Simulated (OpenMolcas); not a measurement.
# Rh⁵⁺ among point charges: CASSCF and CASPT2 levels and susceptibility

How does a field of 5 point charges split the states of Rh⁵⁺, and what χT follows?

Program: OpenMolcas 26.06. Level of theory: state-averaged CASSCF and CASPT2, spin-orbit coupling by RASSI with atomic mean-field integrals. These are calculated values, not measurements, unless marked.

## (1) What is computed

* Species: Rh⁵⁺ (rhodium, Z = 45, 40 electrons)
* Basis: ANO-RCC-VDZP [6s5p3d1f], 43 functions
* Scalar Hamiltonian: DKH2, point nucleus
* Inactive shells: 1s 2s 2p 3s 3p 3d 4s 4p
* Active space: 4 electrons in 5 orbitals (4d)
* Some configurations of this space: 4d4
* Orbitals: optimised for each spin and parity, averaged over all roots

Outer shells as boxes (Hund's rule):

4d4
```
4d [↑ ][↑ ][↑ ][↑ ][  ]
```

The ion sits among 5 point charges of -2 e arranged as a trigonal bipyramid (D3h), 2.24 Å from the ion, with the axial distance 2.128 Å.

Each step is its own input file, run in one work folder so that later steps find the files of earlier ones. Labels, J, g values, rates, χT and fits are worked out afterwards by a script from the matrices that RASSI stores.

## (2) Basis and integrals

a.inp

```
&GATEWAY
Coord
1

Rh 0.0 0.0 0.0
Basis=ANO-RCC-VDZP
Group=NoSym
NoMove
AngMom=0.0 0.0 0.0
AMFI
XField
5 Angstrom 0
2.240000 0.000000 0.000000 -2.000000
-1.120000 1.939897 0.000000 -2.000000
-1.120000 -1.939897 0.000000 -2.000000
0.000000 0.000000 2.128000 -2.000000
0.000000 0.000000 -2.128000 -2.000000
&SEWARD
```

## (3) Reference wave functions, quintets, 5 roots

a.inp

```
&RASSCF
FileOrb=start.orb
Symmetry=1
Spin=5
nActEl=4 0 0
Inactive=18
Ras2=5
CIRoot=5 5 1
SDav=5
CIMx=300
Iter=120 100
PrWF=0.3
OrbListing=Nothing
MaxOrb=0
>>> COPY $Project.JobIph JOB001
```

start.orb holds the contracted functions of the basis, ordered by shell, or the orbitals of the step before.

## (4) Reference wave functions, triplets, 45 roots

a.inp

```
&RASSCF
FileOrb=start.orb
Symmetry=1
Spin=3
nActEl=4 0 0
Inactive=18
Ras2=5
CIRoot=45 45 1
SDav=45
CIMx=300
Iter=120 100
PrWF=0.3
OrbListing=Nothing
MaxOrb=0
>>> COPY $Project.JobIph JOB002
```

## (5) CASSCF: singlets, 50 roots

a.inp

```
&RASSCF
FileOrb=start.orb
Symmetry=1
Spin=1
nActEl=4 0 0
Inactive=18
Ras2=5
CIRoot=50 50 1
SDav=50
CIMx=300
Iter=120 100
PrWF=0.3
OrbListing=Nothing
MaxOrb=0
>>> COPY $Project.JobIph JOB003
```

## (6) State interaction with spin-orbit coupling

a.inp

```
&RASSI
NrOfJobIphs=3 5 45 50
1 2 3 4 5
1 2 3 4 5 6 7 8 9 10 11 12 13 14 15 16 17 18 19 20 21 22 23 24 25 26 27
28 29 30 31 32 33 34 35 36 37 38 39 40 41 42 43 44 45
1 2 3 4 5 6 7 8 9 10 11 12 13 14 15 16 17 18 19 20 21 22 23 24 25 26 27
28 29 30 31 32 33 34 35 36 37 38 39 40 41 42 43 44 45 46 47 48 49 50
IphNames
JOB001
JOB002
JOB003
EJob
SpinOrbit
DIPRint=1.0
SOCoupling=1000.0
Subsets=2
Property=9
'ANGMOM' 1 'ANGMOM' 2 'ANGMOM' 3 'MLTPL  1' 1 'MLTPL  1' 2 'MLTPL  1' 3
'AMFI' 1 'AMFI' 2 'AMFI' 3
SOProperty=3
'ANGMOM' 1 'ANGMOM' 2 'ANGMOM' 3
```

## (7) CASPT2: IPEA 0.25, imaginary shift 0.1 (closed shells correlated: 4s 4p)

a.inp

```
>>> COPY JOB001 $Project.JobIph
&CASPT2
Multistate=5 1 2 3 4 5
NoMult
Frozen=14
IPEA=0.25
Imaginary=0.1
MaxIter=60
WThr=0.0 0.3 0.05
PrWF=0.5
NoMix
>>> COPY JOB002 $Project.JobIph
&CASPT2
Multistate=45 1 2 3 4 5 6 7 8 9 10 11 12 13 14 15 16 17 18 19 20 21 22
23 24 25 26 27 28 29 30 31 32 33 34 35 36 37 38 39 40 41 42 43 44 45
NoMult
Frozen=14
IPEA=0.25
Imaginary=0.1
MaxIter=60
WThr=0.0 0.3 0.05
PrWF=0.5
NoMix
>>> COPY JOB003 $Project.JobIph
&CASPT2
Multistate=50 1 2 3 4 5 6 7 8 9 10 11 12 13 14 15 16 17 18 19 20 21 22
23 24 25 26 27 28 29 30 31 32 33 34 35 36 37 38 39 40 41 42 43 44 45 46
47 48 49 50
NoMult
Frozen=14
IPEA=0.25
Imaginary=0.1
MaxIter=60
WThr=0.0 0.3 0.05
PrWF=0.5
NoMix
```

(Steps that only read results are left out.)

**Question.** What will these runs give? Wanted: spin-free ground state; first state of the same spin within the active space; lowest level; next level.

As calculated:

```
                                            quantity                                                                        value
                                              method  SS-CASPT2, IPEA 0.25, imaginary shift 0.1 (closed shells correlated: 4s 4p)
                              spin-free ground state                                              5A1, 1-fold in its orbital part
first state of the same spin within the active space                                                              5E at 4270 cm⁻¹
                                        lowest level                                                                    1-fold A1
                                          next level                                                                   241.8 cm⁻¹
                                         χT at 300 K                                                               1.46 cm³ K/mol
                           effective moment at 300 K                                                                      3.42 μB
```

Cost by method:

```csv
method,time of its own steps,time with the reference
A. CASSCF,37 s,37 s
"B. SS-CASPT2, IPEA 0.25, imaginary shift 0.1, +4s 4p",13 s,50 s
```

Times are of one thread on a shared host.

What this shows: The spin-free ground state (5A1) comes to 100 % from free-ion D terms and keeps the highest spin of the shell. χT at 300 K is 1.46, against 3.01 cm³ K/mol for the spin alone, so spin-orbit coupling lowers it. An active space of the d shell alone favours high spin; real ions in strong fields can be low spin. CASPT2 does not keep the components of a term degenerate, and the means are used. The field of point charges can differ much from that of real complexes. With metal d orbitals alone active, the gaps between spin states are rough; where two lie within a few thousand cm-1, their order is open. Point charges carry no covalency, so the field is a model and not that of real ligands.
